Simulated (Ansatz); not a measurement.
# In4Sb3As: the cost of one run

Code: Ansatz 0.2.0. PAW datasets, plane waves, zero pressure. Note: simulated data, non-magnetic, for a generated structure that need not be the stable one.

## 1. The cell

Space group Cm (No. 8), monoclinic; conventional cell a = 16.498 Å, b = 4.463 Å, c = 7.729 Å, β = 117.9°, 31.42 Å³ an atom. Near As stand 4 In at 2.73 Å; near Sb stand 4 In at 2.73 Å; near In stand 3 Sb at 2.73 Å and 1 As at 2.73 Å.

Coordinates:

```cif
data_structure
_symmetry_space_group_name_H-M 'Cm'
_symmetry_Int_Tables_number 8
_cell_length_a 16.4976
_cell_length_b 4.4626
_cell_length_c 7.7295
_cell_angle_alpha 90.000
_cell_angle_beta 117.938
_cell_angle_gamma 90.000
_cell_volume 502.74
loop_
_atom_site_label
_atom_site_type_symbol
_atom_site_symmetry_multiplicity
_atom_site_Wyckoff_symbol
_atom_site_fract_x
_atom_site_fract_y
_atom_site_fract_z
_atom_site_occupancy
As1 As 2 a 0.00000 0.00000 0.33333 1
Sb1 Sb 2 a 0.75000 0.50000 0.91667 1
In1 In 2 a 0.81250 0.00000 0.14583 1
In2 In 2 a 0.56250 0.50000 0.72917 1
Sb2 Sb 2 a 0.00000 0.50000 0.83333 1
Sb3 Sb 2 a 0.75000 0.00000 0.41667 1
In3 In 2 a 0.81250 0.50000 0.64583 1
In4 In 2 a 0.56250 0.00000 0.22917 1
```

## 2. Relaxation with PBE

input.yaml reads:

```yaml
crystal:
  lattice:
    - [8.2488036663, -2.2313014439, 0.0]
    - [8.2488036663, 2.2313014439, 0.0]
    - [-3.6214023282, 0.0, 6.8286103112]
  atoms:
    - { symbol: As, position: [0.0, 0.0, 0.6666666667] }
    - { symbol: Sb, position: [0.75, 0.75, 0.0833333333] }
    - { symbol: In, position: [0.1875, 0.1875, 0.8541666667] }
    - { symbol: In, position: [0.9375, 0.9375, 0.2708333333] }
    - { symbol: Sb, position: [0.5, 0.5, 0.1666666667] }
    - { symbol: Sb, position: [0.25, 0.25, 0.5833333333] }
    - { symbol: In, position: [0.6875, 0.6875, 0.3541666667] }
    - { symbol: In, position: [0.4375, 0.4375, 0.7708333333] }
kpoints:
  mp_grid: { grid: [6, 6, 4] }
hamiltonian:
  xc: pbe
scf:
  occupations: { method: fermi_dirac, width: 0.02 }
relax:
  f_tol: 0.005
  cell: {}
```

Command:

```sh
> ansatz run input.yaml --threads 4 --pin off --max-ram 6451MiB --backend cpu --events-out ev --progress --plain --runs-dir out
```

What time and memory should one allow on 4 threads of Arm Neoverse V2, shared host?

About 1.9 min, with a peak of 1.2 GiB.
